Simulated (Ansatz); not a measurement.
HfTi, space group P-6m2: a check of PAW against all-electron LAPW, run with the Python package of Ansatz (0.2.0).

The script, `paw_lapw_hfti.py`:
```python
"""PAW against all-electron LAPW for HfTi."""

import ansatz as az
import numpy as np
import pandas as pd


def count_gap(report):
    # lowest empty less highest filled band, counting bands; zero where they overlap
    return max(report.get("gap_by_band_count_ev") or 0.0, 0.0)


def main() -> None:
    xtal = (
        az.Lattice.of((3.086148, 0.0, 0.0), (-1.543074, 2.672683, 0.0), (0.0, 0.0, 4.829259))
        .atom("Hf", (2 / 3, 1 / 3, 0.5))
        .atom("Ti", (1 / 3, 2 / 3, 0.0))
    )

    calculation = xtal.calculation()
    calculation = calculation.occupations(az.OccupationsMethod.FERMI_DIRAC, width=0.05).functional(az.Functional.LDA)
    calculation = calculation.kpoints(length=32)
    calculation = calculation.stress()
    calculation = calculation.forces()
    calculation = calculation.band_table()
    variants = {
        "PAW": calculation.pseudopotentials("paw"),
        "LAPW": calculation.pseudopotentials("all_electron", lapw=True),
    }
    # totals differ by the cores that each treatment holds, so compare what does not depend on them
    rows = []
    for label, variant in variants.items():
        report = variant.run(threads=1).report
        levels = np.array(report["eigenvalues_ev"][0]) - report["fermi_energy_ev"]
        print(label, "levels at the first k-point near E_F:", np.round(levels[np.abs(levels) < 5], 3))
        rows.append((label, report["n_electrons"], np.trace(report["stress_gpa"]) / 3, count_gap(report)))
    print(pd.DataFrame(rows, columns=["treatment", "electrons in bands", "P GPa", "gap by band count eV"]).round(4).to_string(index=False))


if __name__ == "__main__":
    main()
```

How well do the two treatments of the cores agree on the pressure?

PAW gives -7.368 GPa and LAPW -7.349 GPa, 0.019 GPa apart. They took 7.6 and 55.0 s of processor time.

The output:

`python paw_lapw_hfti.py` gives:
```text
DeckWarning: basis.ecutwfc = 420 eV, auto-derived from the records' recommended cutoffs: set by Hf (normal level)
PAW levels at the first k-point near E_F: [-3.124  0.745  0.745  0.955  1.089  1.554  1.554]
LAPW levels at the first k-point near E_F: [-3.125  0.744  0.744  0.955  1.09   1.555  1.555  1.777]
treatment  electrons in bands   P GPa  gap by band count eV
      PAW                38.0 -7.3679                   0.0
     LAPW                48.0 -7.3491                   0.0
```
(Warnings from the package without file and line.)

The computed bands are complete only to about 0.8 eV above the Fermi level. A gap by band count of zero or less means overlapping bands, a metal. At these settings the cell as given stands under about -7 GPa, so it isn't at this functional's equilibrium volume. This cell is a computed structure, which may not be the phase found in nature. Gaps and levels are Kohn-Sham values on a finite set of k-points, without spin-orbit coupling. Pressure is positive in compression; the treatments may keep other shells as core, so totals and counts of electrons can differ. Finished in 64 s on 1 thread of Arm Neoverse V1, with other jobs on the host, peak memory 0.63 GiB.
